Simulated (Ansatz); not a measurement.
**GeH3NaS (SMILES [Na][S][GeH3]): single points off equilibrium**

A test off equilibrium: a structure displaced at random from a GFN2-xTB minimum is computed at several levels, and each is set against CCSD(T).

The runs use Ansatz 0.2.0, Gaussian basis; single points in def2-TZVPP.

Correlated methods freeze the cores. Filled d shells of the heavier atoms are correlated. The outer core shell of Li, Na, Mg and K is correlated.

**1. The starting structure**

SMILES `[Na][S][GeH3]`, 6 atoms, charge 0, spin multiplicity 1.

Atoms are counted from 1 here; the program's logs count them from 0.

Bond lengths: Na1–S2 2.674 Å, S2–Ge3 2.242 Å, Ge3–H4 1.633 Å, Ge3–H5 1.575 Å, Ge3–H6 1.566 Å. Angles: Na1–S2–Ge3 107.7°, S2–Ge3–H4 116.3°, S2–Ge3–H5 107.8°, S2–Ge3–H6 110.9°, H4–Ge3–H5 107.8°, H4–Ge3–H6 104.2°, H5–Ge3–H6 109.7°.

As a file:

```
Na   -0.0258   -2.8153    1.7099
S     1.3559   -1.0424    0.2615
Ge   -0.0567    0.5865   -0.3524
H    -1.3581    0.1246   -1.2239
H     0.7528    1.6275   -1.2127
H    -0.6672    1.2995    0.9006
```

**2. CCSD(T)/def2-TZVPP**

Input file run/in.yaml:

```yaml
crystal:
  periodic: [false, false, false]
  atoms:
    - {symbol: Na, position_ang: [-0.025800, -2.815300, 1.709900]}
    - {symbol: S, position_ang: [1.355900, -1.042400, 0.261500]}
    - {symbol: Ge, position_ang: [-0.056700, 0.586500, -0.352400]}
    - {symbol: H, position_ang: [-1.358100, 0.124600, -1.223900]}
    - {symbol: H, position_ang: [0.752800, 1.627500, -1.212700]}
    - {symbol: H, position_ang: [-0.667200, 1.299500, 0.900600]}
basis:
  gaussian: {orbitals: def2-TZVPP}
correlation: {method: ccsd_t}
output: {forces: true}
```

No record of the launch command was kept for these runs.

**3. PBE0-D4/def2-TZVPP**

Edit run/in.yaml of step 2 so:

```diff
@@ -11,3 +11,3 @@
   gaussian: {orbitals: def2-TZVPP}
-correlation: {method: ccsd_t}
-output: {forces: true}
+hamiltonian: {xc: pbe0, dispersion: d4}
+output: {forces: true, orbitals: {seedname: orbitals}}
```

**4. wB97M-V/def2-TZVPP**

Edit run/in.yaml of step 3 so:

```diff
@@ -11,3 +11,3 @@
   gaussian: {orbitals: def2-TZVPP}
-hamiltonian: {xc: pbe0, dispersion: d4}
-output: {forces: true, orbitals: {seedname: orbitals}}
+hamiltonian: {xc: {name: wB97M-V}}
+output: {forces: true}
```

**5. r2SCAN-D4/def2-TZVPP**

Edit run/in.yaml of step 4 so:

```diff
@@ -11,3 +11,3 @@
   gaussian: {orbitals: def2-TZVPP}
-hamiltonian: {xc: {name: wB97M-V}}
+hamiltonian: {xc: r2scan, dispersion: d4}
 output: {forces: true}
```

**6. PBE-D4/def2-TZVPP**

Edit run/in.yaml of step 5 so:

```diff
@@ -11,3 +11,3 @@
   gaussian: {orbitals: def2-TZVPP}
-hamiltonian: {xc: r2scan, dispersion: d4}
+hamiltonian: {xc: pbe, dispersion: d4}
 output: {forces: true}
```

**7. r2SCAN0-D4/def2-TZVPP**

Edit run/in.yaml of step 6 so:

```diff
@@ -11,3 +11,3 @@
   gaussian: {orbitals: def2-TZVPP}
-hamiltonian: {xc: pbe, dispersion: d4}
+hamiltonian: {xc: {name: r2SCAN0}, dispersion: d4}
 output: {forces: true}
```

**8. wB97X-V/def2-TZVPP**

Edit run/in.yaml of step 7 so:

```diff
@@ -11,3 +11,3 @@
   gaussian: {orbitals: def2-TZVPP}
-hamiltonian: {xc: {name: r2SCAN0}, dispersion: d4}
+hamiltonian: {xc: {name: wB97X-V}}
 output: {forces: true}
```

(Steps that only read results are left out.)

What does the calculation give? Wanted: energy less free atoms, CCSD(T)/def2-TZVPP; RMS force component; RMS force error; HOMO and LUMO, PBE0-D4; T1 diagnostic.

The runs gave:

| quantity | value |
| --- | --- |
| energy less free atoms, CCSD(T)/def2-TZVPP | -1421.4 kJ/mol |
| RMS force component | 0.351 to 0.488 eV/Å over the methods |
| RMS force error | PBE0-D4 0.048, wB97M-V 0.023, r2SCAN-D4 0.034, PBE-D4 0.130, r2SCAN0-D4 0.069, wB97X-V 0.064 eV/Å |
| HOMO and LUMO, PBE0-D4 | -5.34 and -1.95 eV |
| T1 diagnostic | 0.011 |

Against CCSD(T) the functionals' energies less atoms differ by -43.3 to -1.9 kJ/mol, PBE-D4 by -14.0 kJ/mol. CCSD(T) in triple zeta still lacks some correlation energy of the bonds, so part of these gaps is its own basis error and they don't rank the functionals. On forces the order runs from wB97M-V to PBE-D4. Frozen-core CCSD(T) forces in triple zeta carry basis errors of their own, and this is one geometry, so small gaps rank nothing.
